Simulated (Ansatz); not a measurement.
# C4H8Se: one species, many methods

The task here is to estimate one member of a computed series from the others.

Method: functionals in def2-TZVPP, the program's frozen cores in correlated methods; program: Ansatz 0.2.0, Gaussian basis.

Plan: PBE-D4, r2SCAN-D4, PBE0-D4, B3LYP-D4, ωB97X-V, ωB97M-V, B2PLYP; CCSD(T)/def2-TZVPP; MP2/def2-QZVPP; extrapolation to the limit.

## Structure used throughout

The geometry comes from an earlier relaxation with PBE0-D4 in a triple-zeta def2 set; it is a stationary point, not always the lowest conformer.

SMILES `C=C[Se]CC`, 13 atoms, charge 0, spin multiplicity 1.

Atoms are counted from 1 here; the program's logs count them from 0.

Bond lengths: C1–C2 1.326 Å, C1–H6 1.084 Å, C1–H7 1.084 Å, C2–Se3 1.890 Å, C2–H8 1.087 Å, Se3–C4 1.953 Å, C4–C5 1.512 Å, C4–H9 1.092 Å, C4–H10 1.092 Å, C5–H11 1.091 Å, C5–H12 1.092 Å, C5–H13 1.095 Å. Angles: C2–C1–H6 120.5°, C2–C1–H7 122.2°, H6–C1–H7 117.3°, C1–C2–Se3 124.4°, C1–C2–H8 121.1°, Se3–C2–H8 114.4°, C2–Se3–C4 97.2°, Se3–C4–C5 113.8°, Se3–C4–H9 107.1°, Se3–C4–H10 104.4°, C5–C4–H9 112.1°, C5–C4–H10 111.8°, H9–C4–H10 107.3°, C4–C5–H11 111.1°, C4–C5–H12 111.2°, C4–C5–H13 110.5°, H11–C5–H12 107.7°, H11–C5–H13 108.3° and more.

Set-up of the first run:

File in.yaml:

```yaml
crystal:
  periodic: [false, false, false]
  atoms:
    - {symbol: C, position_ang: [-2.066985, -1.691067, 0.046514]}
    - {symbol: C, position_ang: [-0.943538, -1.139926, -0.392169]}
    - {symbol: Se, position_ang: [-0.831101, 0.578350, -1.171928]}
    - {symbol: C, position_ang: [1.018058, 0.953785, -0.669199]}
    - {symbol: C, position_ang: [1.212359, 1.180246, 0.813487]}
    - {symbol: H, position_ang: [-2.074337, -2.713295, 0.407962]}
    - {symbol: H, position_ang: [-3.009778, -1.155567, 0.051638]}
    - {symbol: H, position_ang: [-0.006321, -1.690281, -0.381909]}
    - {symbol: H, position_ang: [1.625414, 0.125864, -1.040510]}
    - {symbol: H, position_ang: [1.282668, 1.838304, -1.251590]}
    - {symbol: H, position_ang: [0.615292, 2.024280, 1.163247]}
    - {symbol: H, position_ang: [0.914215, 0.301791, 1.389516]}
    - {symbol: H, position_ang: [2.264055, 1.387536, 1.034941]}
basis:
  gaussian: {orbitals: def2-TZVPP}
hamiltonian: {xc: pbe, dispersion: d4}
output: {forces: true, orbitals: {seedname: orbitals}}
```

Run with:

```console
$ ansatz run in.yaml --threads 2 --pin off --events-out ev --progress --plain --max-ram 32768MiB --backend cuda --devices 0, --max-vram 18GiB
```

Steps of the session up to this table: PBE-D4 (GGA); r2SCAN-D4 (meta-GGA); PBE0-D4 (hybrid); B3LYP-D4 (hybrid); ωB97X-V (range-separated); ωB97M-V (range-separated); B2PLYP (double hybrid); CCSD(T) in def2-TZVPP; MP2 in def2-QZVPP.

One table of the session follows, with a row left open; its other results are not shown here.

```
            method  atomisation energy (kJ/mol)
            PBE-D4                       5113.1
         r2SCAN-D4                       5014.9
           PBE0-D4                       5035.4
          B3LYP-D4                       5004.0
           ωB97X-V                       4997.1
           ωB97M-V                       4998.5
            B2PLYP                       4950.1
     HF/def2-TZVPP                            ?
    MP2/def2-TZVPP                       4946.0
   CCSD/def2-TZVPP                       4814.0
CCSD(T)/def2-TZVPP                       4888.0
           MP2/CBS                       5058.8
       CCSD(T)/CBS                       5000.8
```

Q: Estimate the row for HF/def2-TZVPP from the others.

As computed: atomisation energy (kJ/mol): 3691.3. In the column «atomisation energy (kJ/mol)» it is the lowest.
